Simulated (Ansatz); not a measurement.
# CH8FNSi2: the cost of one run

Method: functionals in def2-TZVPP, the program's frozen cores in correlated methods; program: Ansatz 0.2.0, Gaussian basis.

The runs, in order: PBE-D4, r2SCAN-D4, PBE0-D4, B3LYP-D4, ωB97X-V, ωB97M-V, B2PLYP; CCSD(T)/def2-TZVPP; MP2/def2-QZVPP; extrapolation to the limit.

### 1 The geometry

An earlier PBE0-D4 in a triple-zeta def2 set relaxation fixed the geometry.

SMILES `FCN[SiH2][SiH3]`, 13 atoms, charge 0, spin multiplicity 1.

Atoms are counted from 1 here; the program's logs count them from 0.

Bond lengths: F1–C2 1.405 Å, C2–N3 1.403 Å, C2–H6 1.092 Å, C2–H7 1.093 Å, N3–Si4 1.743 Å, N3–H8 1.009 Å, Si4–Si5 2.347 Å, Si4–H9 1.488 Å, Si4–H10 1.489 Å, Si5–H11 1.491 Å, Si5–H12 1.487 Å, Si5–H13 1.488 Å. Angles: F1–C2–N3 112.7°, F1–C2–H6 105.9°, F1–C2–H7 105.9°, N3–C2–H6 111.4°, N3–C2–H7 110.4°, H6–C2–H7 110.2°, C2–N3–Si4 122.2°, C2–N3–H8 113.5°, Si4–N3–H8 117.1°, N3–Si4–Si5 114.5°, N3–Si4–H9 106.1°, N3–Si4–H10 106.9°, Si5–Si4–H9 110.1°, Si5–Si4–H10 109.4°, H9–Si4–H10 109.7°, Si4–Si5–H11 110.1°, Si4–Si5–H12 110.7°, Si4–Si5–H13 110.1° and more.

### 2 PBE-D4 (GGA)

The input, in.yaml:

```yaml
crystal:
  periodic: [false, false, false]
  atoms:
    - {symbol: F, position_ang: [-0.462614, -1.156497, 1.805494]}
    - {symbol: C, position_ang: [0.061499, 0.137387, 1.966936]}
    - {symbol: N, position_ang: [0.922008, 0.507302, 0.922498]}
    - {symbol: Si, position_ang: [0.334585, 0.890843, -0.673444]}
    - {symbol: Si, position_ang: [-0.664038, -0.908310, -1.802390]}
    - {symbol: H, position_ang: [0.579565, 0.132792, 2.928599]}
    - {symbol: H, position_ang: [-0.801230, 0.807921, 2.006047]}
    - {symbol: H, position_ang: [1.837287, 0.087157, 0.986911]}
    - {symbol: H, position_ang: [1.510901, 1.383944, -1.438957]}
    - {symbol: H, position_ang: [-0.659268, 1.989168, -0.516977]}
    - {symbol: H, position_ang: [-0.983556, -0.518171, -3.205041]}
    - {symbol: H, position_ang: [-1.922388, -1.319820, -1.126282]}
    - {symbol: H, position_ang: [0.267651, -2.068517, -1.838595]}
basis:
  gaussian: {orbitals: def2-TZVPP}
hamiltonian: {xc: pbe, dispersion: d4}
output: {forces: true, orbitals: {seedname: orbitals}}
```

Command:

```bash
$ ansatz run in.yaml --threads 4 --pin off --events-out ev --progress --plain --max-ram 10444MiB
```

What time and memory should one allow on 4 threads of Arm Neoverse V1, shared host?

About 3.7 s, with a peak of 0.42 GiB.
